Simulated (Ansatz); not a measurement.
# C4H3F3: basis-set convergence

One table from this session's results is given with a row withheld; the runs are named, their logs left out.

Computed with Ansatz 0.2.0, Gaussian basis. Level: one geometry, several basis sets.

Levels to be run: PBE0-D4/def2-SVP; ωB97M-V/def2-SVP; PBE0-D4/def2-QZVPP; ωB97M-V/def2-QZVPP; the functionals' def2-TZVPP values are taken from earlier runs.

## Structure used throughout

All runs share one geometry, relaxed beforehand with PBE0-D4 in a triple-zeta def2 set.

SMILES `FC1=C(F)C(F)C1`, 10 atoms, charge 0, spin multiplicity 1.

Atoms are counted from 1 here; the program's logs count them from 0.

Bond lengths: F1–C2 1.313 Å, C2–C3 1.329 Å, C2–C7 1.497 Å, C3–F4 1.315 Å, C3–C5 1.490 Å, C5–F6 1.374 Å, C5–C7 1.558 Å, C5–H8 1.093 Å, C7–H9 1.091 Å, C7–H10 1.092 Å. Angles: F1–C2–C3 134.7°, F1–C2–C7 129.8°, C3–C2–C7 95.4°, C2–C3–F4 135.7°, C2–C3–C5 93.4°, F4–C3–C5 130.9°, C3–C5–F6 116.0°, C3–C5–C7 86.7°, C3–C5–H8 116.5°, F6–C5–C7 114.3°, F6–C5–H8 107.8°, C7–C5–H8 114.8°, C2–C7–C5 84.5°, C2–C7–H9 116.0°, C2–C7–H10 116.2°, C5–C7–H9 112.1°, C5–C7–H10 115.3°, H9–C7–H10 110.6°.

Geometry (Å):

```mol
C4H3F3
  3D, bonds by distance, orders not assigned

 10 10  0  0  0  0  0  0  0  0999 V2000
    0.3772   -2.3341    0.5698 F   0  0
    0.1117   -1.1014    0.2037 C   0  0
   -0.4733   -0.5447   -0.8520 C   0  0
   -1.0611   -0.9848   -1.9425 F   0  0
   -0.1532    0.8416   -0.4085 C   0  0
   -1.2310    1.6535   -0.1474 F   0  0
    0.4828    0.1930    0.8573 C   0  0
    0.5442    1.4043   -1.0340 H   0  0
   -0.0652    0.4430    1.7669 H   0  0
    1.5511    0.3783    0.9895 H   0  0
  1  2  8  0
  2  3  8  0
  3  4  8  0
  3  5  8  0
  5  6  8  0
  5  7  8  0
  5  8  8  0
  7  9  8  0
  7 10  8  0
  2  7  8  0
M  END
```

Set-up of the first run:

The input, in.yaml:

```yaml
crystal:
  periodic: [false, false, false]
  atoms:
    - {symbol: F, position_ang: [0.377205, -2.334056, 0.569815]}
    - {symbol: C, position_ang: [0.111717, -1.101382, 0.203731]}
    - {symbol: C, position_ang: [-0.473276, -0.544656, -0.851968]}
    - {symbol: F, position_ang: [-1.061130, -0.984845, -1.942521]}
    - {symbol: C, position_ang: [-0.153180, 0.841572, -0.408485]}
    - {symbol: F, position_ang: [-1.230992, 1.653482, -0.147373]}
    - {symbol: C, position_ang: [0.482755, 0.192965, 0.857347]}
    - {symbol: H, position_ang: [0.544245, 1.404348, -1.033975]}
    - {symbol: H, position_ang: [-0.065222, 0.443026, 1.766890]}
    - {symbol: H, position_ang: [1.551077, 0.378347, 0.989539]}
basis:
  gaussian: {orbitals: def2-SVP}
hamiltonian: {xc: pbe0, dispersion: d4}
output: {orbitals: {seedname: orbitals}}
```

Command:

```bash
> ansatz run in.yaml --threads 4 --pin off --events-out ev --progress --plain --max-ram 10444MiB
```

Among the steps run: PBE0-D4 in def2-SVP; ωB97M-V in def2-SVP; PBE0-D4 in def2-QZVPP; ωB97M-V in def2-QZVPP.

One of the session's tables, all rows but one given; the rest of the session is left out.

| functional | basis | HOMO (eV) | LUMO (eV) |
| --- | --- | --- | --- |
| PBE0-D4 | def2-SVP | -7.52 | 0.37 |
| PBE0-D4 | def2-TZVPP | ? | ? |
| PBE0-D4 | def2-QZVPP | -7.65 | 0.18 |
| ωB97M-V | def2-SVP | -9.70 | 2.63 |
| ωB97M-V | def2-TZVPP | -9.82 | 2.43 |
| ωB97M-V | def2-QZVPP | -9.87 | 1.88 |

Q: Estimate the row for PBE0-D4, def2-TZVPP from the others.

**Answer.** HOMO (eV): -7.61; LUMO (eV): 0.26. In the column «HOMO (eV)» it lies between PBE0-D4, def2-QZVPP (-7.65) and PBE0-D4, def2-SVP (-7.52).
